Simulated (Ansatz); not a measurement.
# TiBeB, space group P-6m2: a relaxation of cell and ions

Computed with the Ansatz DFT code, driven from Python.

`tibeb.cif`
```cif
data_TiBeB
_cell_length_a 3.278237
_cell_length_b 3.278237
_cell_length_c 3.142913
_cell_angle_alpha 90.00000
_cell_angle_beta 90.00000
_cell_angle_gamma 120.00000
_symmetry_space_group_name_H-M 'P 1'
_symmetry_Int_Tables_number 1
loop_
_symmetry_equiv_pos_as_xyz
'x, y, z'
loop_
_atom_site_label
_atom_site_type_symbol
_atom_site_fract_x
_atom_site_fract_y
_atom_site_fract_z
Ti1 Ti    0.333333    0.666667    0.000000
Be2 Be    0.666667    0.333333    0.500000
B3 B    0.000000    0.000000    0.500000
```

The cells in order, each with its output:

**Cell 1**
```python
from pathlib import Path

import ansatz as az
from ase import Atoms
from ase.io import write
from ase.io import read
import matplotlib.pyplot as plt
import numpy as np
```

**Cell 2**
```python
config = {
    "functional": "r2scan",
    "kgrid": (8, 8, 7),
    "smearing": "gaussian",
    "smearing_width": 0.05,
    "force_tol": 0.01,
}
```

**Cell 3**
```python
def edges_and_angles(cell):
    cell = np.asarray(cell)
    a, b, c = np.linalg.norm(cell, axis=1)
    cosines = cell[1] @ cell[2] / (b * c), cell[0] @ cell[2] / (a * c), cell[0] @ cell[1] / (a * b)
    return (a, b, c, *np.degrees(np.arccos(cosines)))
```

**Cell 4**
```python
atoms = read("tibeb.cif")
cell = az.Crystal.from_ase(atoms)
```

**Cell 5**
```python
# every cell quantity that the symmetry leaves free
job = cell.calculation()
job = job.functional(config["functional"])
job = job.kpoints(*config["kgrid"])
job = job.occupations(config["smearing"], width=config["smearing_width"])
job = job.relax(force_tolerance=config["force_tol"], cell=True, stress_tolerance=0.05).density()
job = job.potential()
job = job.electron_localization_function().output_files(volumetric_format="npy")
steps = []
```

**Cell 6**
```python
def collect(event):
    if event["event"] == "relax_step":
        steps.append(event["data"])
```

**Cell 7**
```python
outcome = job.session().plan().execute(on_event=collect)
summary = outcome.report
```
Output:
```text
DeckWarning: the atoms were moved onto the symmetric positions of the space group found under crystal.symmetry.tolerance 1.0e-5 (fractional; no operation is sought that the atoms, as they stand in a round, miss by more than twice it, and no atom is moved by as much as it), and the run uses the moved positions. Before a round's move an operation carried an atom to 3.28e-6 Å from where it should [...]
DeckWarning: basis.ecutwfc = 500 eV, auto-derived from the records' recommended cutoffs: set by Ti (their level for a meta-GGA)
```

**Cell 8**
```python
summary["kweights"]
```
Output:
```text
[0.002232142857142857, 0.004464285714285714, 0.004464285714285714, 0.004464285714285714,
 0.013392857142857142, 0.026785714285714284, 0.026785714285714284, 0.026785714285714284,
 0.013392857142857142, 0.026785714285714284, 0.026785714285714284, 0.026785714285714284,
 0.013392857142857142, 0.026785714285714284, 0.026785714285714284, 0.026785714285714284,
 0.006696428571428571, 0.013392857142857142, 0.013392857142857142, 0.013392857142857142,
 0.013392857142857142, 0.026785714285714284, 0.026785714285714284, 0.026785714285714284,
 0.026785714285714284, 0.05357142857142857, 0.05357142857142857, 0.05357142857142857,
 0.026785714285714284, 0.05357142857142857, 0.05357142857142857, 0.05357142857142857,
 0.013392857142857142, 0.026785714285714284, 0.026785714285714284, 0.026785714285714284,
 0.013392857142857142, 0.026785714285714284, 0.026785714285714284, 0.026785714285714284]
```

**Cell 9**
```python
type(outcome).__name__, type(summary).__name__
```
Output:
```text
('RunOutcome', 'dict')
```

**Cell 10**
```python
summary["free_energy_ev"]
```
Output:
```text
-2756.0234223573834
```

**Cell 11**
```python
print("step   energy (eV)     max comp. (eV/A)   P (GPa)  SCF")
for s in steps:
    print(f"{s['step']:4d} {s['lagrangian_ev']:15.5f} {s['allowed_force_max_ev_ang']:12.4f} {s['pressure_gpa']:10.3f} {s['n_scf']:5d}")

first, last = steps[0], steps[-1]
symbols = [site.symbol for site in outcome.lattice.sites]
print(f"energy gained {first['lagrangian_ev'] - last['lagrangian_ev']:.4f} eV in {len(steps) - 1} steps")
for label, vectors in (("before", first["cell_ang"]), ("after", outcome.lattice.cell_ang)):
    print(label, "a b c (A) {:.4f} {:.4f} {:.4f}  angles {:.2f} {:.2f} {:.2f}".format(*edges_and_angles(vectors)), f" V = {abs(np.linalg.det(vectors)):.3f} A^3")
print("final stress xx yy zz (GPa, compression positive):", np.round(np.diag(summary["stress_gpa"]), 3) + 0.0)
```
Output:
```text
step   energy (eV)     max comp. (eV/A)   P (GPa)  SCF
   1     -2756.02255       0.0000     -0.843     7
   2     -2756.02338       0.0000     -0.286     5
   3     -2756.02345       0.0000      0.066     4
   4     -2756.02345       0.0000     -0.001     3
   5     -2756.02342       0.0000     -0.003     5
energy gained 0.0009 eV in 4 steps
before a b c (A) 3.2782 3.2782 3.1429  angles 90.00 90.00 120.00  V = 29.251 A^3
after a b c (A) 3.2680 3.2680 3.1498  angles 90.00 90.00 120.00  V = 29.134 A^3
final stress xx yy zz (GPa, compression positive): [-0.004 -0.004 -0.001]
```

**Cell 12**
```python
relaxed = Atoms(symbols, positions=[site.position_ang for site in outcome.lattice.sites], cell=outcome.lattice.cell_ang, pbc=True)
write("relaxed.extxyz", relaxed, format="extxyz")
```

**Cell 13**
```python
fig, (top, bottom) = plt.subplots(2, 1, sharex=True, figsize=(4.5, 4))
top.plot([s["lagrangian_ev"] - last["lagrangian_ev"] for s in steps], "o-")
top.set_ylabel("E - E(final) (eV)")
bottom.semilogy([max(s["allowed_force_max_ev_ang"], 1e-6) for s in steps], "s-")
bottom.set(xlabel="step", ylabel="largest force (eV/A)")
fig.tight_layout()
fig.savefig("relax.png", dpi=100)
```

**Cell 14**
```python
print("%-22s %14.5f eV" % ("F = E - TS", summary["free_energy_ev"]))
print("%-22s %14.5f eV" % ("E", summary["internal_energy_ev"]))
print("%-22s %14.5f eV" % ("Harris-Foulkes", summary["harris_foulkes_ev"]))
print("%-22s %14.5f eV" % ("Fermi level", summary["fermi_energy_ev"]))
```
Output:
```text
F = E - TS                -2756.02342 eV
E                         -2756.02217 eV
Harris-Foulkes            -2756.02342 eV
Fermi level                  11.74123 eV
```

**Cell 15**
```python
folder = Path(outcome.write_results("fields"))
print("densities in e/A^3, potentials in eV, ELF without unit")
for name in sorted(p.name for p in folder.glob("*.npy")):
    field = np.load(folder / name)
    print(f"{name:16s} {str(field.shape):16s} min {field.min():10.4f}  mean {field.mean():10.4f}  max {field.max():10.4f}")
```
Output:
```text
densities in e/A^3, potentials in eV, ELF without unit
elf.npy          (24, 24, 24)     min     0.0000  mean     0.4210  max     0.8229
rho.npy          (24, 24, 24)     min     0.0583  mean     0.5835  max    10.1072
v_es.npy         (24, 24, 24)     min   -56.1420  mean     4.4222  max    15.2496
v_tot.npy        (24, 24, 24)     min   -70.7136  mean    -8.0649  max     5.1895
```

It writes `relaxed.extxyz`:
```text
3
Lattice="3.2680476704429604 1.6942751393011317e-19 5.503569014915328e-20 -1.6340238352214795 2.830212303382159 -2.75178450745761e-20 5.2763844113084505e-20 5.893584810806261e-34 3.149830192334374" Properties=species:S:1:pos:R:3 pbc="T T T"
Ti       0.00000000       1.88680820       0.00000000
Be       1.63402384       0.94340410       1.57491510
B        0.00000000       0.00000000       1.57491510
```

Total energies depend on the potentials; only differences at equal settings carry meaning. A total without «per atom» is that of the cell as typed. Forces vanish by symmetry, so the ions can't move, and the end may be a saddle. The mesh is modest for a metal, so energies can be off by several to tens of meV an atom and pressures by half a GPa or more; differences at equal mesh fare better. The zero of the levels is a convention of the potentials, so an absolute Fermi energy is no work function. Energies along a relaxation are free energies. Rows at an unchanged volume are solved on a plane-wave basis chosen afresh for that cell, so the energy jumps there and such rows are no steps of the walk. Densities and potentials on the grid are those of the valence electrons, and inside the cores they hang on the potentials used. This cell is a computed structure, which may not be the phase found in nature. Warnings are shown shortened and without file and line. Finished in 20 s on 1 thread of Arm Neoverse V1, with other jobs on the host, peak memory 0.54 GiB.

(Lines on the test bed's own set-up are left out of the output.)
